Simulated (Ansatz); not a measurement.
## Nudged elastic band run: Si₈O₁₆F, charge -1

The input (input.yaml):

```yaml
crystal:
  lattice:
    - [-4.1501, -4.1501, 0.0]
    - [4.1501, -4.1501, 0.0]
    - [0.0, 0.0, 5.315]
  atoms:
    - { symbol: Si, position: [0.48668477, 0.49192676, 0.00070346] }
    - { symbol: Si, position: [-0.00512738, 0.49606514, 0.25236274] }
    - { symbol: O, position: [0.1864148, 0.52038907, -0.00575551] }
    - { symbol: O, position: [0.08193061, 0.20323072, 0.21182165] }
    - { symbol: O, position: [0.79735245, 0.49814498, 0.00610615] }
    - { symbol: O, position: [-0.00197768, 0.81575401, 0.24618449] }
    - { symbol: Si, position: [0.49600586, 0.49898915, 0.50099677] }
    - { symbol: Si, position: [-0.00746854, 0.51754231, 0.75222413] }
    - { symbol: O, position: [0.18767711, 0.50739273, 0.50289593] }
    - { symbol: O, position: [0.0024922, 0.20516227, 0.74877833] }
    - { symbol: O, position: [0.7994006, 0.55190667, 0.51220831] }
    - { symbol: O, position: [0.00223658, 0.81805632, 0.75172593] }
    - { symbol: Si, position: [0.0114857, 0.00736449, -0.00549538] }
    - { symbol: Si, position: [0.49758944, -0.00901279, 0.25597705] }
    - { symbol: O, position: [0.69837186, 0.00290911, 0.00617912] }
    - { symbol: O, position: [0.48894658, 0.68761228, 0.24648924] }
    - { symbol: O, position: [0.3150146, -0.01843467, -0.00583422] }
    - { symbol: O, position: [0.47090861, 0.30445333, 0.24681217] }
    - { symbol: Si, position: [-0.00961782, 0.01848678, 0.48840893] }
    - { symbol: Si, position: [0.49892823, -0.01454045, 0.75298119] }
    - { symbol: O, position: [0.67705414, -0.06327213, 0.51606495] }
    - { symbol: O, position: [0.48732064, 0.68139785, 0.75903829] }
    - { symbol: O, position: [0.30003173, -0.00670594, 0.5045315] }
    - { symbol: O, position: [0.49858688, 0.29655311, 0.74655686] }
    - { symbol: F, position: [0.79249275, 0.2274178, 0.38952932] }
total_charge: -1
basis:
  ecutwfc: 420.0
kpoints:
  mp_grid: { grid: [2, 2, 3] }
hamiltonian:
  xc: pbe
  dispersion: d3bj
scf:
  occupations: { method: gaussian, width: 0.02 }
  lower_state_search: "off"
neb:
  images: 5
  f_tol: 0.05
  initial_path: linear
  max_iterations: 80
  final_atoms:
    - { symbol: Si, position: [0.49584927, 0.49938809, -0.00031333] }
    - { symbol: Si, position: [-0.0056004, 0.49593146, 0.24809353] }
    - { symbol: O, position: [0.18744138, 0.50743389, -0.00219212] }
    - { symbol: O, position: [0.08200316, 0.20311046, 0.28884414] }
    - { symbol: O, position: [0.79904699, 0.55274088, -0.01196759] }
    - { symbol: O, position: [-0.00187717, 0.81585585, 0.25455102] }
    - { symbol: Si, position: [0.4864654, 0.49232451, 0.49999589] }
    - { symbol: Si, position: [-0.00751985, 0.51780214, 0.74832944] }
    - { symbol: O, position: [0.18623316, 0.52047599, 0.50627203] }
    - { symbol: O, position: [0.0024061, 0.20535322, 0.75197543] }
    - { symbol: O, position: [0.79718271, 0.49837018, 0.49451634] }
    - { symbol: O, position: [0.00240292, 0.81826526, 0.74897938] }
    - { symbol: Si, position: [-0.00944463, 0.01873975, 0.01242479] }
    - { symbol: Si, position: [0.49746572, -0.00862762, 0.24485408] }
    - { symbol: O, position: [0.6772813, -0.06220221, -0.01514503] }
    - { symbol: O, position: [0.48881146, 0.6880329, 0.25417722] }
    - { symbol: O, position: [0.30016051, -0.00643833, -0.00384187] }
    - { symbol: O, position: [0.47088758, 0.30477078, 0.25384455] }
    - { symbol: Si, position: [0.01159644, 0.00743409, 0.50623287] }
    - { symbol: Si, position: [0.49916783, -0.01415585, 0.74772364] }
    - { symbol: O, position: [0.69845393, 0.003258, 0.49448382] }
    - { symbol: O, position: [0.48711003, 0.68192021, 0.74167407] }
    - { symbol: O, position: [0.31511934, -0.01808258, 0.50663719] }
    - { symbol: O, position: [0.49851081, 0.29700017, 0.75415704] }
    - { symbol: F, position: [0.79280855, 0.22862083, 0.11128218] }
  order_check: true
```

Launched with:

```bash
$ ansatz run input.yaml --threads 2 --pin off --max-ram 5120MiB --backend cpu --events-out ev --progress --plain --runs-dir out
```

Output, in part (warnings, iteration lines):

```
NEB end point (image 0): max|allowed force component| = 1.297e-2 eV/Å (the criterion of neb.relax_end_points is 1.000e-2)
NEB end point (image 6): max|allowed force component| = 1.090e-2 eV/Å (the criterion of neb.relax_end_points is 1.000e-2)
NEB iter   1: max|band force component| = 7.415e0 eV/Å  barrier→ = 1.8305 eV  barrier← = 1.8306 eV  Δτ_max = 0.1376 Å  (61 SCF iters)
NEB iter   2: max|band force component| = 9.390e-1 eV/Å  barrier→ = 0.8258 eV  barrier← = 0.8258 eV  Δτ_max = 0.0207 Å  (40 SCF iters)
NEB iter   3: max|band force component| = 6.270e-1 eV/Å  barrier→ = 0.7438 eV  barrier← = 0.7438 eV  Δτ_max = 0.0691 Å  (33 SCF iters)
NEB iter   4: max|band force component| = 6.927e-1 eV/Å  barrier→ = 0.6232 eV  barrier← = 0.6232 eV  Δτ_max = 0.0344 Å  (36 SCF iters)
NEB iter   5: max|band force component| = 7.598e-1 eV/Å  barrier→ = 0.5748 eV  barrier← = 0.5748 eV  Δτ_max = 0.0674 Å  (35 SCF iters)
NEB iter   6: max|band force component| = 6.240e-1 eV/Å  barrier→ = 0.5350 eV  barrier← = 0.5351 eV  Δτ_max = 0.0676 Å  (35 SCF iters)
NEB iter   7: max|band force component| = 4.547e-1 eV/Å  barrier→ = 0.5015 eV  barrier← = 0.5015 eV  CI = image 3  Δτ_max = 0.0680 Å  (35 SCF iters)
NEB iter   8: max|band force component| = 6.761e-1 eV/Å  barrier→ = 0.4439 eV  barrier← = 0.4439 eV  CI = image 3  Δτ_max = 0.0340 Å  (35 SCF iters)
NEB iter   9: max|band force component| = 8.381e-1 eV/Å  barrier→ = 0.4003 eV  barrier← = 0.4003 eV  CI = image 3  Δτ_max = 0.0340 Å  (35 SCF iters)
NEB iter  10: max|band force component| = 7.167e-1 eV/Å  barrier→ = 0.3561 eV  barrier← = 0.3561 eV  CI = image 3  Δτ_max = 0.0681 Å  (35 SCF iters)
NEB iter  11: max|band force component| = 8.372e-1 eV/Å  barrier→ = 0.2829 eV  barrier← = 0.2829 eV  CI = image 3  Δτ_max = 0.1047 Å  (35 SCF iters)
NEB iter  12: max|band force component| = 7.659e-1 eV/Å  barrier→ = 0.2579 eV  barrier← = 0.2580 eV  CI = image 3  Δτ_max = 0.0778 Å  (33 SCF iters)
NEB iter  13: max|band force component| = 6.352e-1 eV/Å  barrier→ = 0.2485 eV  barrier← = 0.2485 eV  CI = image 3  Δτ_max = 0.0677 Å  (34 SCF iters)
NEB iter  14: max|band force component| = 2.910e-1 eV/Å  barrier→ = 0.2442 eV  barrier← = 0.2443 eV  CI = image 3  Δτ_max = 0.0354 Å  (33 SCF iters)
NEB iter  15: max|band force component| = 2.890e-1 eV/Å  barrier→ = 0.2433 eV  barrier← = 0.2433 eV  CI = image 3  Δτ_max = 0.0176 Å  (31 SCF iters)
NEB iter  16: max|band force component| = 1.433e-1 eV/Å  barrier→ = 0.2342 eV  barrier← = 0.2343 eV  CI = image 3  Δτ_max = 0.0262 Å  (32 SCF iters)
NEB iter  17: max|band force component| = 8.015e-2 eV/Å  barrier→ = 0.2334 eV  barrier← = 0.2334 eV  CI = image 3  Δτ_max = 0.0103 Å  (31 SCF iters)
NEB iter  18: max|band force component| = 2.938e-2 eV/Å  barrier→ = 0.2332 eV  barrier← = 0.2332 eV  CI = image 3  Δτ_max = 0.0000 Å  (238 SCF iters)
```

It converged. By the program's own check the climbing image is a first-order saddle point (lowest curvatures found: -1.60 and 3.05 eV/Å²). Limits of this set-up: coarse k mesh, charged cell in a uniform background, uncorrected.

Final band (atoms are numbered from 1 in the order of the input):

```json
{"image": "0", "path coordinate (Å)": "0.00", "energy (eV)": "0.000", "Si19–F25 (Å)": "1.77", "Si13–F25 (Å)": "2.78"}
{"image": "1", "path coordinate (Å)": "0.44", "energy (eV)": "0.025", "Si19–F25 (Å)": "2.08", "Si13–F25 (Å)": "2.89"}
{"image": "2", "path coordinate (Å)": "0.89", "energy (eV)": "0.099", "Si19–F25 (Å)": "2.40", "Si13–F25 (Å)": "2.79"}
{"image": "3", "path coordinate (Å)": "1.33", "energy (eV)": "0.233", "Si19–F25 (Å)": "2.58", "Si13–F25 (Å)": "2.58"}
{"image": "4", "path coordinate (Å)": "1.78", "energy (eV)": "0.097", "Si19–F25 (Å)": "2.80", "Si13–F25 (Å)": "2.41"}
{"image": "5", "path coordinate (Å)": "2.23", "energy (eV)": "0.026", "Si19–F25 (Å)": "2.90", "Si13–F25 (Å)": "2.09"}
{"image": "6", "path coordinate (Å)": "2.68", "energy (eV)": "0.000", "Si19–F25 (Å)": "2.78", "Si13–F25 (Å)": "1.77"}
```

Time of the run: 8.4 min on 2 threads of Intel(R) Xeon(R) Platinum 8375C CPU @ 2.90GHz (Ice Lake), on a shared host, peak memory 1.1 GiB.
